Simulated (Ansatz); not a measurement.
# CH6BNO: up Jacob's ladder to CCSD(T)

The task here is to estimate one member of a computed series from the others.

Program: Ansatz 0.2.0, Gaussian basis. Level of theory: functionals in def2-TZVPP, the program's frozen cores in correlated methods. These are calculated values, not measurements.

Levels to be run: LDA (SPW92), PBE-D4, revPBE-D4, BLYP-D4, r2SCAN-D4, B97M-V, PBE0-D4, B3LYP-D4, r2SCANh-D4, r2SCAN0-D4, HSE06-D4, BHLYP-D4, CAM-B3LYP-D4, LC-ωPBE, ωB97X-V, ωB97M-V, B2PLYP, PBE-QIDH; CCSD(T)/def2-SVP; CCSD(T)/def2-TZVPP; MP2/def2-QZVPP; extrapolation to the limit; RPA on PBE.

## Structure used throughout

All runs share one geometry, relaxed beforehand with PBE0-D4 in a triple-zeta def2 set.

10 atoms, charge 0, spin multiplicity 1.

Atoms are counted from 1 here; the program's logs count them from 0.

Bond lengths: B1–C2 1.566 Å, B1–O4 1.355 Å, B1–H6 1.207 Å, C2–N3 1.458 Å, C2–H5 1.107 Å, C2–H7 1.097 Å, N3–H8 1.011 Å, N3–H9 1.012 Å, O4–H10 0.959 Å. Angles: C2–B1–O4 118.5°, C2–B1–H6 121.9°, O4–B1–H6 119.6°, B1–C2–N3 113.0°, B1–C2–H5 106.4°, B1–C2–H7 108.4°, N3–C2–H5 114.3°, N3–C2–H7 109.4°, H5–C2–H7 104.8°, C2–N3–H8 111.5°, C2–N3–H9 110.7°, H8–N3–H9 107.2°, B1–O4–H10 113.3°.

Set-up of the first run:

Input file in.yaml:

```yaml
crystal:
  periodic: [false, false, false]
  atoms:
    - {symbol: B, position_ang: [0.348804, 0.863285, -0.272174]}
    - {symbol: C, position_ang: [-0.105377, -0.632018, -0.170074]}
    - {symbol: N, position_ang: [-0.325280, -1.068539, 1.203113]}
    - {symbol: O, position_ang: [0.880566, 1.297992, -1.439819]}
    - {symbol: H, position_ang: [-0.989088, -0.736728, -0.829325]}
    - {symbol: H, position_ang: [0.205129, 1.637640, 0.642163]}
    - {symbol: H, position_ang: [0.665595, -1.260176, -0.632592]}
    - {symbol: H, position_ang: [-0.782605, -1.970033, 1.236981]}
    - {symbol: H, position_ang: [-0.918038, -0.413694, 1.696476]}
    - {symbol: H, position_ang: [1.103393, 2.231071, -1.431549]}
basis:
  gaussian: {orbitals: def2-TZVPP}
hamiltonian: {xc: lda}
output: {orbitals: {seedname: orbitals}}
```

Started as:

```
ansatz run in.yaml --threads 2 --pin off --events-out ev --progress --plain --max-ram 4352MiB
```

Steps of the session up to this table: LDA; PBE-D4 (GGA); revPBE-D4 (GGA); BLYP-D4 (GGA); r2SCAN-D4 (meta-GGA); B97M-V (meta-GGA); B3LYP-D4 (hybrid); r2SCANh-D4 (hybrid); r2SCAN0-D4 (hybrid); HSE06-D4 (hybrid); BHLYP-D4 (hybrid); CAM-B3LYP-D4 (range-separated); LC-ωPBE (range-separated); ωB97X-V (range-separated); ωB97M-V (range-separated); B2PLYP (double hybrid); PBE-QIDH (double hybrid).

One of the session's tables, all rows but one given; the rest of the session is left out.

It belongs to the step «Frontier levels by functional». 

```
  functional  HOMO (eV)  gap (eV)
 LDA (SPW92)      -5.25      4.00
      PBE-D4      -5.15      4.18
   revPBE-D4      -5.11      4.25
     BLYP-D4      -5.06      4.20
   r2SCAN-D4      -5.47      4.89
      B97M-V      -5.64      5.01
     PBE0-D4      -6.66      6.71
    B3LYP-D4      -6.43      6.21
  r2SCANh-D4      -6.03      5.80
  r2SCAN0-D4      -6.88      7.16
    HSE06-D4      -6.25      5.91
    BHLYP-D4          ?         ?
CAM-B3LYP-D4      -8.13      9.24
     LC-ωPBE      -9.52     11.88
     ωB97X-V      -9.17     11.40
     ωB97M-V      -9.08     11.02
```

Q: Estimate the row for BHLYP-D4 from the others.

Worked estimate for «HOMO (eV)». Against the share of exact exchange, BLYP-D4 (0, -5.06), B3LYP-D4 (0.2, -6.43) give a slope of -6.85 per unit share; at 0.5 the line stands at -8.48.

**Answer.** HOMO (eV): -8.11; gap (eV): 9.14. In «HOMO (eV)» the line misses by -0.37.
